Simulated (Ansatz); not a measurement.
# CH₃ClMoO₂: a ladder of functionals and wavefunction methods

One table from this session's results is given with a row withheld; the runs are named, their logs left out.

The runs use Ansatz 0.2.0, Gaussian basis; functionals in def2-TZVPP, the program's frozen cores in correlated methods.

The runs, in order: LDA (SPW92), PBE-D4, revPBE-D4, BLYP-D4, r2SCAN-D4, B97M-V, PBE0-D4, B3LYP-D4, r2SCANh-D4, r2SCAN0-D4, HSE06-D4, BHLYP-D4, CAM-B3LYP-D4, LC-ωPBE, ωB97X-V, ωB97M-V, B2PLYP, PBE-QIDH; CCSD(T)/def2-SVP; CCSD(T)/def2-TZVPP; MP2/def2-QZVPP; extrapolation to the limit.

## The geometry

The geometry comes from an earlier relaxation with PBE0-D4 in a triple-zeta def2 set; it is a stationary point, not always the lowest conformer. Mo takes the def2 core potential; no spin-orbit term is included.

SMILES `[CH3][Mo](=[O])(=[O])[Cl]`, 8 atoms, charge 0, spin multiplicity 1.

Atoms are counted from 1 here; the program's logs count them from 0.

Bond lengths: C1–Mo2 2.090 Å, C1–H6 1.094 Å, C1–H7 1.092 Å, C1–H8 1.094 Å, Mo2–O3 1.669 Å, Mo2–O4 1.669 Å, Mo2–Cl5 2.253 Å. Angles: Mo2–C1–H6 108.4°, Mo2–C1–H7 110.9°, Mo2–C1–H8 108.4°, H6–C1–H7 109.4°, H6–C1–H8 110.3°, H7–C1–H8 109.4°, C1–Mo2–O3 105.7°, C1–Mo2–O4 105.7°, C1–Mo2–Cl5 110.0°, O3–Mo2–O4 108.6°, O3–Mo2–Cl5 113.1°, O4–Mo2–Cl5 113.1°.

Set-up of the first run:

in.yaml

```yaml
crystal:
  periodic: [false, false, false]
  atoms:
    - {symbol: C, position_ang: [-0.974744, -0.158590, 0.503027]}
    - {symbol: Mo, position_ang: [0.898227, 0.046532, -0.402191]}
    - {symbol: O, position_ang: [1.993153, 0.180426, 0.850464]}
    - {symbol: O, position_ang: [1.175323, -1.393930, -1.198572]}
    - {symbol: Cl, position_ang: [0.900831, 1.832667, -1.775546]}
    - {symbol: H, position_ang: [-1.725130, -0.293515, -0.281073]}
    - {symbol: H, position_ang: [-0.991755, -1.020449, 1.172849]}
    - {symbol: H, position_ang: [-1.183805, 0.749759, 1.075142]}
basis:
  gaussian: {orbitals: def2-TZVPP}
hamiltonian: {xc: lda}
output: {orbitals: {seedname: orbitals}}
```

On the command line:

```bash
$ ansatz run in.yaml --threads 2 --pin off --events-out ev --progress --plain --max-ram 32768MiB --backend cpu
```

Steps of the session up to this table: LDA; PBE-D4 (GGA); revPBE-D4 (GGA); BLYP-D4 (GGA); r2SCAN-D4 (meta-GGA); B97M-V (meta-GGA); PBE0-D4 (hybrid); B3LYP-D4 (hybrid); r2SCANh-D4 (hybrid); r2SCAN0-D4 (hybrid); HSE06-D4 (hybrid); BHLYP-D4 (hybrid); CAM-B3LYP-D4 (range-separated); LC-ωPBE (range-separated); ωB97X-V (range-separated); ωB97M-V (range-separated); B2PLYP (double hybrid); PBE-QIDH (double hybrid).

One of the session's tables, all rows but one given; the rest of the session is left out.

It belongs to the step «Orbital energies across the functionals». 

```
  functional  HOMO (eV)  LUMO (eV)  gap (eV)
 LDA (SPW92)      -8.09      -4.26      3.83
      PBE-D4          ?          ?         ?
   revPBE-D4      -7.80      -3.92      3.88
     BLYP-D4      -7.76      -3.92      3.84
   r2SCAN-D4      -8.24      -3.99      4.26
      B97M-V      -8.31      -3.93      4.37
     PBE0-D4      -9.33      -3.28      6.05
    B3LYP-D4      -9.09      -3.51      5.58
  r2SCANh-D4      -8.77      -3.70      5.07
  r2SCAN0-D4      -9.55      -3.26      6.29
    HSE06-D4      -8.92      -3.66      5.26
    BHLYP-D4     -10.63      -2.40      8.23
CAM-B3LYP-D4     -10.74      -2.23      8.51
     LC-ωPBE     -12.12      -1.09     11.03
     ωB97X-V     -11.74      -1.15     10.59
     ωB97M-V     -11.62      -1.18     10.44
```

Q: Estimate the row for PBE-D4 from the others.

**Answer.** HOMO (eV): -7.88; LUMO (eV): -4.02; gap (eV): 3.86. In the column «HOMO (eV)» it lies between LDA (SPW92) (-8.09) and revPBE-D4 (-7.80).
